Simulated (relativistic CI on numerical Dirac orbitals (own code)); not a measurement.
**Mn²⁺: M2,3 absorption multiplets**

Aim: the M2,3 absorption spectrum of Mn²⁺ in 4 surroundings, from the same atomic integrals.

Program: relativistic CI on numerical Dirac orbitals (own code) version 1. Level of theory: Dirac-Coulomb-Breit CI, KLI orbitals optimised for each configuration, model QED (radiative potential, 1s self-energy scaled to tabulated hydrogen-like ionisation energies), valence Slater integrals scaled by 0.7, multiplet model of core-to-valence dipole absorption in a parametric crystal field. These are calculated values, not measurements, unless marked.

## Step 1: The system

| Property | Result |
| --- | --- |
| ion | Mn²⁺ (Mn III) |
| nuclear charge | 25 |
| electrons | 23 |
| configurations | [Ar] 3d5 → [Ne] 3s2 3p5 3d6 |
| magnetising field for the dichroism, Lz and Sz | exchange field 10 meV on Sz; these come from the lowest magnetised state alone (0 K) |
| temperature of the isotropic spectrum | 10 K |
| widths | Lorentz 0.8 eV, Gauss 0.3 eV |
| surrounding 1 | Td, 10Dq = -3750 cm⁻¹ |
| surrounding 2 | Td, 10Dq = -6850 cm⁻¹ |
| surrounding 3 | Oh, 10Dq = 6450 cm⁻¹ |
| surrounding 4 | D4h, 10Dq = 8950, Ds = 1690, Dt = -430 cm⁻¹ |

## Step 2: Surrounding 1: Td, 10Dq = -3750

The run's settings:

```ini
atom Mn  Z=25  charge=2  electrons=23
nucleus A=55  rms_radius_fm=3.7057
hamiltonian dirac-coulomb  breit=on  qed=on  c_scale=1
orbitals kli  potential=per-configuration
slater_scale 0.7
correlation none
mixing on
configurations
  [Ar] 3d5
  [Ne] 3s2 3p5 3d6
end
absorption M2,3 T=10 lorentz=0.8 gauss=0.3
crystal_field Td 10Dq=-3750
```

Results of the run (chosen fields of its result record, rounded):

```text
{
  "status": "converged",
  "curve, one point in 2 above 2 % of the maximum [energy, isotropic, mcd, ld] [eV; bohr^2/eV]": [
    [49.8, 0.007619, 0.0001274, 0.0003276],
    [50, 0.008929, -3.079e-06, 0.001231],
    [50.2, 0.01013, -0.0009272, 0.002371],
    [50.4, 0.01096, -0.002356, 0.002704],
    [50.6, 0.01151, -0.003459, 0.001931],
    [50.8, 0.01219, -0.003854, 0.001087],
    [51, 0.01335, -0.003903, 0.0006939],
    [51.2, 0.01517, -0.004182, 0.0005067],
    [51.4, 0.01772, -0.004936, 0.0002788],
    [51.6, 0.02127, -0.006229, -4.739e-05],
    [51.8, 0.02626, -0.008251, -0.0005151],
    [52, 0.03332, -0.01168, -0.001355],
    [52.2, 0.04332, -0.01824, -0.002813],
    [52.4, 0.05802, -0.03079, -0.005086],
    [52.6, 0.08133, -0.05356, -0.008668],
    [52.8, 0.1207, -0.09314, -0.01429],
    [53, 0.1856, -0.1507, -0.01838],
    [53.2, 0.2731, -0.1839, -0.004127],
    [53.4, 0.348, -0.1029, 0.02965],
    [53.6, 0.3637, 0.07303, 0.03205],
    [53.8, 0.3055, 0.1765, 0.004691],
    [54, 0.2122, 0.1529, -0.00734],
    [54.2, 0.1356, 0.09487, -0.005919],
    [54.4, 0.08815, 0.0549, -0.003193],
    [54.6, 0.06042, 0.03289, -0.001639],
    [54.8, 0.04361, 0.02084, -0.0008693],
    [55, 0.03283, 0.0139, -0.0004757],
    [55.2, 0.02558, 0.009683, -0.0002646],
    "... 7 more rows left out ..."
  ],
  "sticks, the strongest [energy, strength] [eV, bohr^2]": [
    [50.14, 0.001264],
    [50.37, 0.001545],
    [50.65, 0.000733],
    [52.97, 0.0008569],
    [53.26, 0.01474],
    [53.29, 0.1099],
    [53.3, 0.0009189],
    [53.46, 0.03871],
    [53.47, 0.1208],
    [53.49, 0.02305],
    [53.52, 0.003054],
    [53.67, 0.003411],
    [53.7, 0.2178],
    [53.71, 0.02412]
  ],
  "total [bohr^2]": 0.577078,
  "centroid [eV]": 53.4838,
  "radial 3p6 3d5 [Ha, bohr]": {"<r^-3>(3d)": 4.2137, "<r^1>(3d)": 1.13, "<r^2>(3d)": 1.6282, "<r^4>(3d)": 6.1818, "F2(3d,3d)": 0.37686, "F4(3d,3d)": 0.23406, "zeta(3d)": 0.0013648},
  "radial 3p5 3d6 [Ha, bohr]": {"<r^-3>(3p)": 49.429, "<r^1>(3p)": 0.90338, "<r^2>(3p)": 0.95958, "<r^4>(3p)": 1.5978, "zeta(3p)": 0.029883, "<r^-3>(3d)": 4.3005, "<r^1>(3d)": 1.1174, "<r^2>(3d)": 1.5897, "<r^4>(3d)": 5.8783, "F2(3d,3d)": 0.38178, "F4(3d,3d)": 0.23728, "F2(3p,3d)": 0.42594, "G1(3p,3d)": 0.52986, "G3(3p,3d)": 0.31979, "zeta(3d)": 0.0013701},
  "ground_degeneracy": 6,
  "ground_Lz": -0.000717458,
  "ground_Sz": -2.49927,
  "ground_S": 2.4994,
  "core_spin_orbit_splitting [eV]": 1.25057
}
```

It took 0.96 s on 1 thread, shared host.

## Step 3: Surrounding 2: Td, 10Dq = -6850

Changes to the settings of step 2:

```diff
@@ -12,2 +12,2 @@
 absorption M2,3 T=10 lorentz=0.8 gauss=0.3
-crystal_field Td 10Dq=-3750
+crystal_field Td 10Dq=-6850
```

From the record:

```text
{
  "status": "converged",
  "curve, one point in 3 above 2 % of the maximum [energy, isotropic, mcd, ld] [eV; bohr^2/eV]": [
    [49.8, 0.007588, 4.556e-05, 0.0001588],
    [50.1, 0.00941, -0.0001771, 0.001644],
    [50.4, 0.01101, -0.001369, 0.003175],
    [50.7, 0.01188, -0.002688, 0.002496],
    [51, 0.01337, -0.003488, 0.001549],
    [51.3, 0.0163, -0.004601, 0.0009561],
    [51.6, 0.02097, -0.006345, 0.0002269],
    [51.9, 0.02876, -0.00959, -0.0006405],
    [52.2, 0.04168, -0.01778, -0.002752],
    [52.5, 0.06488, -0.03803, -0.007055],
    [52.8, 0.114, -0.08601, -0.01482],
    [53.1, 0.2159, -0.1695, -0.01805],
    [53.4, 0.3387, -0.1195, 0.02444],
    [53.7, 0.3467, 0.1267, 0.02265],
    [54, 0.2224, 0.1585, -0.005794],
    [54.3, 0.1146, 0.07715, -0.004191],
    [54.6, 0.06313, 0.0349, -0.001472],
    [54.9, 0.03897, 0.01772, -0.0004986],
    [55.2, 0.02629, 0.01008, -0.0001777],
    [55.5, 0.01892, 0.006301, -4.823e-05],
    [55.8, 0.0143, 0.004295, 4.575e-05],
    [56.1, 0.01125, 0.003165, 8.592e-05],
    [56.4, 0.009076, 0.002416, 6.751e-05],
    [56.7, 0.00743, 0.001818, -1.769e-05]
  ],
  "sticks, the strongest [energy, strength] [eV, bohr^2]": [
    [53.31, 0.1146],
    [53.34, 0.004452],
    [53.48, 0.0189],
    [53.5, 0.103],
    [53.51, 0.05972],
    [53.72, 0.0443],
    [53.73, 0.1685],
    [53.76, 0.01866]
  ],
  "total [bohr^2]": 0.577082,
  "centroid [eV]": 53.4836,
  "ground_degeneracy": 6,
  "ground_Lz": -0.000813169,
  "ground_Sz": -2.49915,
  "ground_S": 2.4993,
  "core_spin_orbit_splitting [eV]": 1.25057
}
```

Wall time 0.97 s (1 thread, shared host).

## Step 4: Surrounding 3: Oh, 10Dq = 6450

Changes to the settings of step 3:

```diff
@@ -12,2 +12,2 @@
 absorption M2,3 T=10 lorentz=0.8 gauss=0.3
-crystal_field Td 10Dq=-6850
+crystal_field Oh 10Dq=6450
```

From the record:

```text
{
  "status": "converged",
  "curve, one point in 3 above 2 % of the maximum [energy, isotropic, mcd, ld] [eV; bohr^2/eV]": [
    [49.7, 0.007338, 0.0006568, 3.207e-05],
    [50, 0.008808, 0.0007858, -0.0005822],
    [50.3, 0.01079, -0.0003416, -0.001518],
    [50.6, 0.01194, -0.003, -0.001936],
    [50.9, 0.01288, -0.004095, -0.001502],
    [51.2, 0.01514, -0.004815, -0.001267],
    [51.5, 0.01927, -0.006353, -0.001401],
    [51.8, 0.02577, -0.008527, -0.001276],
    [52.1, 0.0365, -0.01402, -0.0005276],
    [52.4, 0.05566, -0.02821, -6.088e-05],
    [52.7, 0.09387, -0.06363, -0.004229],
    [53, 0.1756, -0.1406, -0.01322],
    [53.3, 0.3036, -0.1692, 0.01165],
    [53.6, 0.3629, 0.04897, 0.03357],
    [53.9, 0.269, 0.1763, -0.005963],
    [54.2, 0.1426, 0.101, -0.008542],
    [54.5, 0.07564, 0.0449, -0.003484],
    [54.8, 0.0451, 0.02198, -0.001448],
    [55.1, 0.02966, 0.01211, -0.0006892],
    [55.4, 0.02095, 0.00734, -0.0003919],
    [55.7, 0.01562, 0.004877, -0.0003209],
    [56, 0.01215, 0.003528, -0.0003458],
    [56.3, 0.009704, 0.002604, -0.0002611],
    [56.6, 0.007901, 0.001956, -7.283e-05]
  ],
  "sticks, the strongest [energy, strength] [eV, bohr^2]": [
    [53.31, 0.1234],
    [53.49, 0.1188],
    [53.5, 0.0612],
    [53.54, 0.003589],
    [53.71, 0.01649],
    [53.72, 0.06524],
    [53.73, 0.09678],
    [53.74, 0.05816]
  ],
  "total [bohr^2]": 0.577081,
  "centroid [eV]": 53.4837,
  "ground_degeneracy": 6,
  "ground_Lz": -0.000797614,
  "ground_Sz": -2.49917,
  "ground_S": 2.49931,
  "core_spin_orbit_splitting [eV]": 1.25057
}
```

Wall time 0.96 s (1 thread, shared host).

## Step 5: Surrounding 4: D4h, 10Dq = 8950, Ds = 1690, Dt = -430

Changes to the settings of step 4:

```diff
@@ -12,2 +12,2 @@
 absorption M2,3 T=10 lorentz=0.8 gauss=0.3
-crystal_field Oh 10Dq=6450
+crystal_field D4h 10Dq=8950 Ds=1690 Dt=-430
```

From the record:

```text
{
  "status": "converged",
  "curve, one point in 4 above 2 % of the maximum [energy, isotropic, mcd, ld] [eV; bohr^2/eV]": [
    [48.1, 0.006232, 0.000567, 0.001114],
    [48.5, 0.008766, 0.0002036, 0.004202],
    [48.9, 0.009882, -0.00293, 0.003763],
    [49.3, 0.01023, -0.004829, -0.0007031],
    [49.7, 0.009431, 0.001405, -0.00111],
    [50.1, 0.01061, 0.008053, -0.00208],
    [50.5, 0.01301, 0.009513, -0.001574],
    [50.9, 0.01462, 0.004966, 0.0009775],
    [51.3, 0.017, -0.0004481, 0.005042],
    [51.7, 0.02229, -0.005137, 0.01042],
    [52.1, 0.03371, -0.01107, 0.02078],
    [52.5, 0.06004, -0.0258, 0.04864],
    [52.9, 0.1286, -0.0704, 0.1207],
    [53.3, 0.2516, -0.183, 0.1844],
    [53.7, 0.3046, -0.1212, -0.07124],
    [54.1, 0.2264, 0.196, -0.1753],
    [54.5, 0.1018, 0.1128, -0.08257],
    [54.9, 0.04782, 0.03938, -0.03065],
    [55.3, 0.02701, 0.0165, -0.01387],
    [55.7, 0.0173, 0.00834, -0.007389],
    [56.1, 0.01204, 0.004847, -0.004374],
    [56.5, 0.008875, 0.003156, -0.002826],
    [56.9, 0.006827, 0.002146, -0.001968]
  ],
  "sticks, the strongest [energy, strength] [eV, bohr^2]": [
    [53.28, 0.04723],
    [53.29, 0.05182],
    [53.34, 0.06609],
    [53.62, 0.03906],
    [53.7, 0.03684],
    [53.81, 0.04663],
    [54.02, 0.03305],
    [54.05, 0.03881]
  ],
  "total [bohr^2]": 0.577098,
  "centroid [eV]": 53.4834,
  "ground_degeneracy": 2,
  "ground_Lz": -0.00142362,
  "ground_Sz": -2.49837,
  "ground_S": 2.49864,
  "core_spin_orbit_splitting [eV]": 1.25057
}
```

Run time: 0.98 s. Hardware: 1 thread, shared host.

## Step 6: Comparison

| surrounding | ground S | Lz (0 K) | Sz (0 K) | centroid (eV) | share of the lower edge | up to four highest peaks (% of the highest), eV |
| --- | --- | --- | --- | --- | --- | --- |
| 1: Td | 2.50 | 0.00 | -2.50 | 53.48 | - | 53.5 (100) |
| 2: Td | 2.50 | 0.00 | -2.50 | 53.48 | - | 53.6 (100) |
| 3: Oh | 2.50 | 0.00 | -2.50 | 53.48 | - | 53.6 (100) |
| 4: D4h | 2.50 | 0.00 | -2.50 | 53.48 | - | 53.7 (100) |

## Step 7: Results

| quantity | value |
| --- | --- |
| highest peak, first run | 53.5 eV |
| ground spin (effective S from ⟨S²⟩) | 2.50 |
| core spin-orbit splitting (without Breit) | 1.25 eV |

**Reading.** The position of the maximum differs by up to 0.2 eV between the surroundings, by shifts of peaks or by peaks exchanging rank. Edge positions are free-ion values and differ from those in solids by a few eV or more.
